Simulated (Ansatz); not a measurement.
# GeH− (singlet): wave-function methods side by side, aug-cc-pVDZ

The task here is to estimate one member of a computed series from the others.

The runs use Ansatz 0.2.0, Gaussian basis; aug-cc-pVDZ, core rule «outside noble gas», up to 14 orbitals frozen.

To be run: UHF; CCSD(T) on RHF; CCSD(T) on UHF; BCCD(T) on RHF; CISD; CCSDT(Q) on RHF; CCSDT(Q) on UHF; CCSDTQ on RHF; CASSCF and MRCISD+Q, 6 electrons in 5 orbitals; CASSCF and NEVPT2, 6 electrons in 5 orbitals; Full CI.

12 further runs of the same task are left out: 3 that didn't finish, 9 set aside as unsound or not needed.

## The system

The geometry is a PBE0/def2-TZVPD stationary point (not a proven minimum). No spin-orbit coupling is included. The filled d shell of Ge may be among the frozen orbitals whatever the setting's name suggests; the logs give the count.

2 atoms, charge -1, spin multiplicity 1.

Atoms are counted from 1 here; the program's logs count them from 0.

Bond lengths: Ge1–H2 1.633 Å.

As a file:

```xyz
2
charge -1, multiplicity 1
Ge    0.00000    0.00000    0.00000
H     0.00000    0.00000    1.63317
```

Set-up of the first run:

in.yaml reads:

```yaml
crystal:
  periodic: [false, false, false]
  atoms:
    - {symbol: Ge, position_ang: [0.000000, 0.000000, 0.000000]}
    - {symbol: H, position_ang: [0.000000, 0.000000, 1.633171]}
basis:
  gaussian: {orbitals: aug-cc-pVDZ}
total_charge: -1
magnetization: {spin_polarized: true, initial_magnetization: 0}
hamiltonian: {xc: hf}
output: {orbitals: {seedname: orbitals}}
```

Command:

```sh
> ansatz run in.yaml --threads 1 --pin off --events-out ev --progress --plain --max-ram 2176MiB
```

Among the steps run: UHF; CCSD(T) on RHF; CCSD(T) on UHF; BCCD(T) on RHF; CISD; CCSDT(Q) on RHF; CCSDT(Q) on UHF; CCSDTQ on RHF; CASSCF and MRCISD+Q, 6 electrons in 5 orbitals; CASSCF and NEVPT2, 6 electrons in 5 orbitals; Full CI.

One table of the session follows, with a row left open; its other results are not shown here.

```
   method  from FCI (kJ/mol)
      RHF             +328.3
     RMP2              +94.6
     CISD              +45.4
    RCCSD                  ?
 RCCSD(T)              +15.0
  BCCD(T)              +15.1
   RCCSDT               +2.8
RCCSDT(Q)               -0.7
  RCCSDTQ               +0.1
      FCI                  0
```

Q: Estimate the row for RCCSD from the others.

The run gave: from FCI (kJ/mol): +27.4. In the column «from FCI (kJ/mol)» it lies between BCCD(T) (+15.1) and CISD (+45.4).

Left out of the table: CASSCF valence, NEVPT2 valence, MRCISD valence, MRCISD+Q valence (the active space lost an orbital or holds another state than full CI finds).

To keep in mind: The report flags that the cluster equations may have other roots. Left out of the table: UHF, UMP2, UCCSD, UCCSD(T), UCCSDT, UCCSDT(Q) (another determinant or state than the rows shown). The program flags RCCSDT(Q), RCCSDTQ as in doubt, so those rows may rest on another solution; read them beside their warnings. RCCSDT(Q) falls below full CI, which methods that aren't variational can do.
